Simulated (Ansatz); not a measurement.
# ClH5O2S2Si2: the cost of one run

All numbers below are computed with Ansatz 0.2.0 (RKS B3LYP-D4/def2-SVP).

### 1 The starting structure

Bond lengths: O1–Si2 1.665 Å, Si2–O3 1.646 Å, Si2–S4 2.070 Å, Si2–Si5 2.349 Å, Si5–S6 2.138 Å, Si5–Cl7 2.047 Å, O1–H8 0.930 Å, O3–H9 0.940 Å, S4–H10 1.311 Å, Si5–H11 1.527 Å, S6–H12 1.347 Å. Angles (14 of 16 angles, heavy atoms first): O1–Si2–O3 105.3°, O1–Si2–S4 109.1°, O1–Si2–Si5 111.4°, O3–Si2–S4 105.3°, O3–Si2–Si5 114.0°, S4–Si2–Si5 111.3°, Si2–Si5–S6 111.6°, Si2–Si5–Cl7 111.7°, S6–Si5–Cl7 106.8°, Si2–O1–H8 119.0°, Si2–O3–H9 117.8°, Si2–S4–H10 100.0°, Si2–Si5–H11 111.7°, S6–Si5–H11 108.4°.

Coordinates:

```xyz
12

O    -0.6028   -1.1891   -1.5884
Si   -0.7690   -0.5950   -0.0423
O    -0.7931   -1.9208    0.9336
S    -2.6426    0.2618    0.1549
Si    0.9320    0.9408    0.4751
S     2.8663    0.1588    0.0067
Cl    0.7267    2.6822   -0.5806
H     0.1212   -1.7385   -1.7840
H    -1.6215   -2.3365    1.0877
H    -2.6259    1.0829   -0.8671
H     0.9123    1.3273    1.9525
H     3.5734    1.2711    0.2857
```

### 2 Relaxing end A

Input file input.yaml:

```yaml
crystal:
  periodic: [false, false, false]
  atoms:
    - { symbol: O, position_ang: [-0.6028, -1.1891, -1.5884] }
    - { symbol: Si, position_ang: [-0.769, -0.595, -0.0423] }
    - { symbol: O, position_ang: [-0.7931, -1.9208, 0.9336] }
    - { symbol: S, position_ang: [-2.6426, 0.2618, 0.1549] }
    - { symbol: Si, position_ang: [0.932, 0.9408, 0.4751] }
    - { symbol: S, position_ang: [2.8663, 0.1588, 0.0067] }
    - { symbol: Cl, position_ang: [0.7267, 2.6822, -0.5806] }
    - { symbol: H, position_ang: [0.1212, -1.7385, -1.784] }
    - { symbol: H, position_ang: [-1.6215, -2.3365, 1.0877] }
    - { symbol: H, position_ang: [-2.6259, 1.0829, -0.8671] }
    - { symbol: H, position_ang: [0.9123, 1.3273, 1.9525] }
    - { symbol: H, position_ang: [3.5734, 1.2711, 0.2857] }
basis:
  gaussian: { orbitals: def2-SVP }
hamiltonian:
  xc: b3lyp
  dispersion: d4
relax:
  f_tol: 0.015
  max_steps: 40
output:
  orbitals: {}
```

The run is started by

```sh
ansatz run input.yaml --threads 2 --pin off --max-ram 3072MiB --backend cpu --events-out ev --progress --plain --runs-dir out
```

What time and memory should one allow on 2 threads of AMD EPYC 7B13 (Zen 3), shared host?

About 83 s, with a peak of 0.46 GiB.
